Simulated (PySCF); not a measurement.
# wB97X/cc-pVDZ run of GeSiH6O (SMILES [OH][GeH2][SiH3])

What is the energy change on altering one bond length of GeSiH6O at wB97X/cc-pVDZ? 

The calculation is run with PySCF 2.14.0.

2 further runs of the same task are left out: 2 set aside as unsound or not needed.

## Step 1: The system as given

GeSiH6O has 9 atoms, charge 0, and is taken as a singlet. SMILES: `[OH][GeH2][SiH3]`. The coordinates come from a PBE0-D4/def2-TZVP relaxation. This is one conformer, not always the lowest.

Bond lengths: O1–Ge2 1.791 Å, Ge2–Si3 2.389 Å, O1–H4 0.960 Å, Ge2–H5 1.546 Å, Ge2–H6 1.536 Å, Si3–H7 1.488 Å, Si3–H8 1.488 Å, Si3–H9 1.486 Å. Some angles: O1–Ge2–Si3 109.9°, O1–Ge2–H5 109.2°, O1–Ge2–H6 103.6°, Si3–Ge2–H5 111.3°, Si3–Ge2–H6 113.0°, Ge2–O1–H4 112.4°, Ge2–Si3–H7 110.2°, Ge2–Si3–H8 109.3°, Ge2–Si3–H9 110.4°, H5–Ge2–H6 109.6°.

## Step 2: The energy at wB97X/cc-pVDZ

The input, calc.py:

```python
from pyscf import gto, dft

molecule = gto.Mole()
molecule.atom = '''
O     -1.665400     1.003200    -0.854800
Ge     0.086300     0.899600    -0.495500
Si     0.525800    -1.010700     0.870400
H     -1.973400     0.267900    -1.389000
H      0.873700     0.832100    -1.824400
H      0.388100     2.226700     0.215900
H      1.986000    -1.132800     1.128400
H      0.060100    -2.236200     0.166300
H     -0.192800    -0.896100     2.165800
'''
molecule.spin = 0
molecule.max_memory = 1860
molecule.verbose = 3
molecule.basis = 'cc-pvdz'
molecule.build()

mf = dft.RKS(molecule, xc='wb97x')
mf.grids.level = 5
mf.conv_tol = 1e-10
mf.kernel()
if not mf.converged:
    mf = mf.newton().run(mf.mo_coeff, mf.mo_occ)

energy = mf.e_tot
print('E(%s) = %.9f' % ('WB97X', energy))
```

Command:

```bash
$ OMP_NUM_THREADS=1 python calc.py
```

Standard output:

```text
converged SCF energy = -2445.3184063638
E(WB97X) = -2445.318406364
```

Wall time 35 s (1 thread of Intel Xeon at 2.70GHz, shared host); peak memory 0.46 GiB.

## Step 3: The distorted shape

The input, calc.py:

```python
from pyscf import gto, dft

molecule = gto.M(
    atom='''
O     -2.448705     3.563196    -0.403946
Ge     0.861528     3.367420     0.275033
Si     1.692063    -0.242524     2.856210
H     -3.729186     0.506258    -2.624830
H      2.349498     3.239864    -2.236224
H      1.431847     5.875276     1.619384
H      4.451441    -0.473259     3.343759
H      0.812017    -2.558383     1.525653
H      0.334105    -0.025961     5.304161
''',
    basis='cc-pvdz',
    max_memory=1860,
    verbose=3,
    unit='bohr',
)

calc0 = dft.RKS(molecule, xc='wb97x')
calc0.grids.level = 5
calc0.conv_tol = 1e-10
calc0.kernel()
if not calc0.converged:
    calc0 = calc0.newton().run(calc0.mo_coeff, calc0.mo_occ)

e_final = calc0.e_tot
print('Final energy', e_final)
```

Command:

```bash
$ OMP_NUM_THREADS=1 python calc.py
```

Standard output:

```text
converged SCF energy = -2445.10884358718
Final energy -2445.1088435871798
```

Wall time 49 s (1 thread of Intel Xeon at 2.70GHz, shared host); peak memory 0.46 GiB.

## Step 4: Outcome

Level: wB97X/cc-pVDZ.

```
                                                         quantity           value
                                        first shape: total energy  -2445.31841 Eh
                                       first shape: dipole moment          1.45 D
                                         first shape: HOMO energy        -9.88 eV
                                         first shape: LUMO energy         1.97 eV
                                       first shape: HOMO–LUMO gap        11.86 eV
                                    distorted shape: total energy  -2445.10884 Eh
                                   distorted shape: dipole moment          1.52 D
                                     distorted shape: HOMO energy        -9.76 eV
                                     distorted shape: LUMO energy        -2.75 eV
                                   distorted shape: HOMO–LUMO gap         7.01 eV
energy change with the O1–H4 bond stretched from 0.960 to 2.111 Å        5.702 eV
```

With the O1–H4 bond stretched from 0.960 to 2.111 Å the energy rises by 5.70 eV (132 kcal/mol). The first shape isn't relaxed at this level, so the change isn't measured from a minimum. A restricted reference can't describe the breaking bond well at this length. Mulliken charges (first shape) run from -0.41 on O1 to +0.45 on Ge2.
